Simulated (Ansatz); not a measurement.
# Os (hcp type): how the settings move a single-point run

How sensitive is a single-point run of Os (hcp type) to its settings? A reference run comes first, then one run with altered input.

Program: Ansatz 0.2.0. Level of theory: reference: DFT, PBEsol, all-electron LAPW, scalar-relativistic. These are calculated values, not measurements.

1 further run of the same task is left out (it didn't finish). Runs told in other sessions of the task aren't counted.

### Step 1. Starting point

The structure is hexagonal, space group P6_3/mmc (No. 194). The conventional cell has a = 2.289 Å, b = 2.289 Å, c = 3.673 Å, α = 90.00°, β = 90.00°, γ = 120.00°. Os (site symmetry -6m2) has 12 Os at 2.26 to 2.29 Å in its first shell of neighbours.

Coordinates:

```xyz
2
Lattice="2.2890 0.0000 0.0000 -1.1445 1.9824 0.0000 0.0000 0.0000 3.6727" Properties=species:S:1:pos:R:3 pbc="T T T"
Os    0.0000    1.3216    0.9182
Os    1.1445    0.6608    2.7545
```

### Step 2. Baseline

Contents of input.yaml:

```yaml
crystal:
  lattice:
    - [2.2890440211, 0.0, 0.0]
    - [-1.1445220105, 1.9823702727, 0.0]
    - [0.0, 0.0, 3.6727089964]
  atoms:
    - { symbol: Os, position: [0.3333333333, 0.6666666667, 0.25] }
    - { symbol: Os, position: [0.6666666667, 0.3333333333, 0.75] }
kpoints:
  mp_grid: { grid: [16, 16, 9] }
scf:
  occupations: { method: fermi_dirac, width: 0.05 }
hamiltonian:
  xc: pbesol
  pseudopotentials: { kind: all_electron, lapw: { basis_error: 0.001 } }
output:
  forces: true
  stress: true
  eigenvalues: true
  populations: true
```

The run is started by

```console
$ ansatz run input.yaml --threads 1 --pin off --max-ram 2048MiB --backend cpu --events-out ev --progress --plain --runs-dir out
```

### Step 3. Changed: occupations.method methfessel_paxton, n_extra_bands 8, mixing.algorithm msr1, mixing.beta 0.05, mixing.ndim 4

input.yaml: that of step 2 with these lines changed.

```diff
@@ -11,3 +11,5 @@
 scf:
-  occupations: { method: fermi_dirac, width: 0.05 }
+  occupations: { method: methfessel_paxton, width: 0.05 }
+  n_extra_bands: 8
+  mixing: { algorithm: msr1, beta: 0.05, ndim: 4 }
 hamiltonian:
```

Before running it: what results should come out? Wanted: for each run, ending; energy change; pressure; gap; force.

As calculated:

| run | ending | energy change | pressure (GPa) | gap (eV) | force (eV/Å) | cycles | time |
| --- | --- | --- | --- | --- | --- | --- | --- |
| reference | converged | 0 | 692.1 | 0.00 | 0.00 | 8 | 90 s |
| 1: occupations.method methfessel_paxton, n_extra_bands 8, mixing.algorithm msr1, mixing.beta 0.05, mixing.ndim 4 | converged | 0.0 meV/atom (σ→0) | 692.0 | 0.00 | 0.00 | 8 | 1.7 min |

Residual by cycle in the longest SCF loop of each run; runs are numbered as in the table. The quantity is the density residual dr2, in eV.

| cycle | reference | run 1 |
| --- | --- | --- |
| 1 | 0.0428 | 0.043 |
| 2 | 0.0182 | 0.0392 |
| 3 | 0.00878 | 0.0085 |
| 4 | 0.00156 | 0.00212 |
| 5 | 4.2e-5 | 1.4e-4 |
| 6 | 1.5e-6 | 4.3e-6 |
| 7 | 1.0e-7 | 3.9e-7 |
| 8 | 7.0e-9 | 2.6e-8 |

What this shows: Changing the smearing, band count and mixing hardly moves the energy: 0.0 meV/atom. The structure is not at rest: the sound run finds 692 GPa, so these are no properties of the relaxed crystal. 
